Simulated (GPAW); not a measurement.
The system is MnS.

```
CELL_PARAMETERS angstrom
0.00000 2.61225 2.61225
2.61225 0.00000 2.61225
2.61225 2.61225 0.00000
ATOMIC_POSITIONS crystal
Mn 0.00000 0.00000 0.00000
S 0.50000 0.50000 0.50000
```

Base run:

```yaml
Program: GPAW 26.7.0
Functional: PBE
Potentials_or_basis: GPAW PAW data sets (gpaw-data 1.2.1)
Cutoff: 600 eV
Basis: pw
k_mesh: 6 × 6 × 6
Occupations: gaussian, width 0.05 eV
Spin: collinear spin, ferromagnetic start
Starting_moments: "[4.0, 0.0] μB"
Hubbard_terms: Mn d U = 3 eV
```

Its results: band gap on the k mesh 0.33 eV, indirect (least direct gap 2.53 eV); pressure 3.4 GPa; net moment 5.00 μB per cell; site moments Mn +4.47; S +0.10 μB.

**Question.** The run is repeated on the same cell with these changes: hubbard terms from Mn d U = 3 eV to none. What comes out?

**Answer.** Band gap on the k mesh none (metal or under the smearing width); pressure -4.0 GPa; net moment 4.67 μB per cell; site moments Mn +4.14; S +0.10 μB.

The U term pushes filled and empty states of the shell apart.

Caveats: a cell with one magnetic atom can't hold antiferromagnetic order, which such compounds often take; semilocal functionals often make such compounds metallic where correlation or magnetic order opens a gap, which also shifts bond lengths (some runs).

A k mesh can miss the band edges.
